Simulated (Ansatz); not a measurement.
# ClH₆NO₂Si₂: up Jacob's ladder to CCSD(T)

One table from this session's results is given with a row withheld; the runs are named, their logs left out.

Program: Ansatz 0.2.0, Gaussian basis. Level of theory: functionals in def2-TZVPP, the program's frozen cores in correlated methods. These are calculated values, not measurements.

The runs, in order: PBE-D4, r2SCAN-D4, PBE0-D4, B3LYP-D4, ωB97X-V, ωB97M-V, B2PLYP; CCSD(T)/def2-TZVPP; MP2/def2-QZVPP; extrapolation to the limit.

## Structure used throughout

An earlier PBE0-D4 in a triple-zeta def2 set relaxation fixed the geometry.

SMILES `O[SiH](O)N[SiH2]Cl`, 12 atoms, charge 0, spin multiplicity 1.

Atoms are counted from 1 here; the program's logs count them from 0.

Bond lengths: O1–Si2 1.637 Å, O1–H7 0.961 Å, Si2–O3 1.629 Å, Si2–N4 1.729 Å, Si2–H8 1.476 Å, O3–H9 0.959 Å, N4–Si5 1.707 Å, N4–H10 1.010 Å, Si5–Cl6 2.077 Å, Si5–H11 1.477 Å, Si5–H12 1.479 Å. Angles: Si2–O1–H7 118.1°, O1–Si2–O3 107.6°, O1–Si2–N4 106.3°, O1–Si2–H8 115.1°, O3–Si2–N4 114.6°, O3–Si2–H8 104.5°, N4–Si2–H8 109.0°, Si2–O3–H9 118.2°, Si2–N4–Si5 126.9°, Si2–N4–H10 116.6°, Si5–N4–H10 115.8°, N4–Si5–Cl6 111.5°, N4–Si5–H11 112.0°, N4–Si5–H12 109.2°, Cl6–Si5–H11 104.7°, Cl6–Si5–H12 107.0°, H11–Si5–H12 112.3°.

As a file:

```
O     1.7527   -0.3586   -0.3782
Si    0.3380   -0.4740   -1.1945
O     0.4038    0.5711   -2.4428
N    -0.9130   -0.1474   -0.0460
Si   -0.7178    0.4783    1.5304
Cl    0.3409   -0.8334    2.7434
H     1.8286   -0.8153    0.4636
H     0.0834   -1.7845   -1.8242
H     0.6874    1.4696   -2.2663
H    -1.8365   -0.4890   -0.2727
H     0.0805    1.7213    1.5371
H    -2.0481    0.6618    2.1502
```

Set-up of the first run:

Contents of in.yaml:

```yaml
crystal:
  periodic: [false, false, false]
  atoms:
    - {symbol: O, position_ang: [1.752671, -0.358605, -0.378199]}
    - {symbol: Si, position_ang: [0.337960, -0.473955, -1.194454]}
    - {symbol: O, position_ang: [0.403761, 0.571076, -2.442796]}
    - {symbol: N, position_ang: [-0.912967, -0.147396, -0.045990]}
    - {symbol: Si, position_ang: [-0.717811, 0.478286, 1.530430]}
    - {symbol: Cl, position_ang: [0.340901, -0.833392, 2.743353]}
    - {symbol: H, position_ang: [1.828625, -0.815275, 0.463633]}
    - {symbol: H, position_ang: [0.083441, -1.784492, -1.824203]}
    - {symbol: H, position_ang: [0.687395, 1.469619, -2.266292]}
    - {symbol: H, position_ang: [-1.836471, -0.488980, -0.272731]}
    - {symbol: H, position_ang: [0.080548, 1.721283, 1.537080]}
    - {symbol: H, position_ang: [-2.048063, 0.661841, 2.150169]}
basis:
  gaussian: {orbitals: def2-TZVPP}
hamiltonian: {xc: pbe, dispersion: d4}
output: {forces: true, orbitals: {seedname: orbitals}}
```

Started as:

```console
ansatz run in.yaml --threads 2 --pin off --events-out ev --progress --plain --max-ram 22528MiB --backend cuda --devices 0, --max-vram 18GiB
```

Among the steps run: PBE-D4 (GGA); r2SCAN-D4 (meta-GGA); PBE0-D4 (hybrid); B3LYP-D4 (hybrid); ωB97X-V (range-separated); ωB97M-V (range-separated); B2PLYP (double hybrid); CCSD(T) in def2-TZVPP; MP2 in def2-QZVPP.

One of the session's tables, all rows but one given; the rest of the session is left out.

```
            method  atomisation energy (kcal/mol)
            PBE-D4                         1055.5
         r2SCAN-D4                              ?
           PBE0-D4                         1037.1
          B3LYP-D4                         1045.0
           ωB97X-V                         1055.3
           ωB97M-V                         1055.4
            B2PLYP                         1035.3
     HF/def2-TZVPP                          748.0
    MP2/def2-TZVPP                         1043.2
   CCSD/def2-TZVPP                         1003.9
CCSD(T)/def2-TZVPP                         1019.7
           MP2/CBS                         1079.2
       CCSD(T)/CBS                         1055.6
```

Q: Estimate the row for r2SCAN-D4 from the others.

As computed: atomisation energy (kcal/mol): 1048.6. In the column «atomisation energy (kcal/mol)» it lies between B3LYP-D4 (1045.0) and ωB97X-V (1055.3).

To keep in mind: Free atoms (2 O, 2 Si, 1 N, 1 Cl, 6 H) were run apart at each level; the atomisation energy is their sum less the molecule, without zero-point or spin-orbit terms.
